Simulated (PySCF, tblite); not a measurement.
**C₄H₆BrNSi: geometry, infrared bands and NMR shifts**

What infrared bands and NMR shifts should C₄H₆BrNSi (`N#C/C=C\[SiH2]CBr`) show?

The runs use tblite 0.8.0 and PySCF 2.14.0, with density-fitted response routines of our own; the level of theory stands in each step. All values are computed, except where a source is named. Atoms are numbered from 0 throughout.

## 1. The starting structure

13 atoms, charge 0, multiplicity 1; geometry from: force field or distance geometry start.

Bonds of the start (Å): N0–C1 1.15, C1–C2 1.43, C2–C3 1.35, C3–Si4 1.84, Si4–C5 1.83, C5–Br6 1.95, C2–H7 1.08, C3–H8 1.09, Si4–H9 1.49, Si4–H10 1.49, C5–H11 1.09, C5–H12 1.09.

## 2. Optimising the geometry with GFN2-xTB

What the job is given:

```
{"job": {"kind": "relax", "xc": "GFN2-xTB", "basis": "xTB"}, "charge": 0, "multiplicity": 1}
N      1.840400     2.344200     0.718300
C      1.897500     1.247800     0.361800
C      1.965300    -0.119200    -0.047500
C      0.916700    -0.799900    -0.555200
Si    -0.814100    -0.242000    -0.820900
C     -1.715800     0.214300     0.704900
Br    -1.836900    -1.320800     1.897500
H      2.926200    -0.601100     0.054400
H      1.072500    -1.846700    -0.833700
H     -1.530600    -1.320300    -1.552700
H     -0.764800     0.918900    -1.752000
H     -1.215000     0.996800     1.282800
H     -2.745700     0.528600     0.524600
```

On the command line:

```sh
$ OMP_NUM_THREADS=1 python probes_run.py task.json out
```

This one command runs all jobs of the session in turn.

**Question.** This job is followed by: GFN2-xTB harmonic vibrations, gas phase; GIAO PBE0/pcSseg-1 NMR shielding, non-relativistic, gas phase. Predict these results of the whole session: strongest single infrared mode (GFN2-xTB); zero-point energy (GFN2-xTB); 13C shifts against TMS (PBE0/pcSseg-1); 1H shifts against TMS (PBE0/pcSseg-1, means over atoms taken as alike); 15N shifts against NH3 (PBE0/pcSseg-1); 29Si shifts against TMS (PBE0/pcSseg-1); 79Br shifts against HBr (PBE0/pcSseg-1).

**Answer**, as computed:

```
                                                              quantity                          value
                             strongest single infrared mode (GFN2-xTB)          2284 cm⁻¹, 349 km/mol
                                          zero-point energy (GFN2-xTB)                  52.6 kcal/mol
                                13C shifts against TMS (PBE0/pcSseg-1)  161.1, 125.6, 122.6, 22.0 ppm
1H shifts against TMS (PBE0/pcSseg-1, means over atoms taken as alike)     7.45, 6.44, 4.67, 3.21 ppm
                                15N shifts against NH3 (PBE0/pcSseg-1)                      328.9 ppm
                               29Si shifts against TMS (PBE0/pcSseg-1)                      -48.4 ppm
                               79Br shifts against HBr (PBE0/pcSseg-1)                        202 ppm
```

**Reading.** Relaxing lowered the energy by 0.202 eV in 64 steps; the close pair that moved most is Si4–C5, from 1.830 to 1.912 Å. All 33 modes are real, so the xTB geometry is a minimum. GFN2-xTB is a fitted tight-binding method: band positions and strengths are rough. Its intensities can rank the bands wrongly. C5 stands next to heavy halogen, whose spin-orbit shielding this run leaves out, so the computed shift lies too far downfield, most of all for carbon beside Br or I. At PBE0/pcSseg-1: The largest span, 929 ppm, is at Br6, where the paramagnetic term is -703 ppm. Spin-orbit coupling is left out, which matters for shieldings and couplings at and beside the heavy atoms.
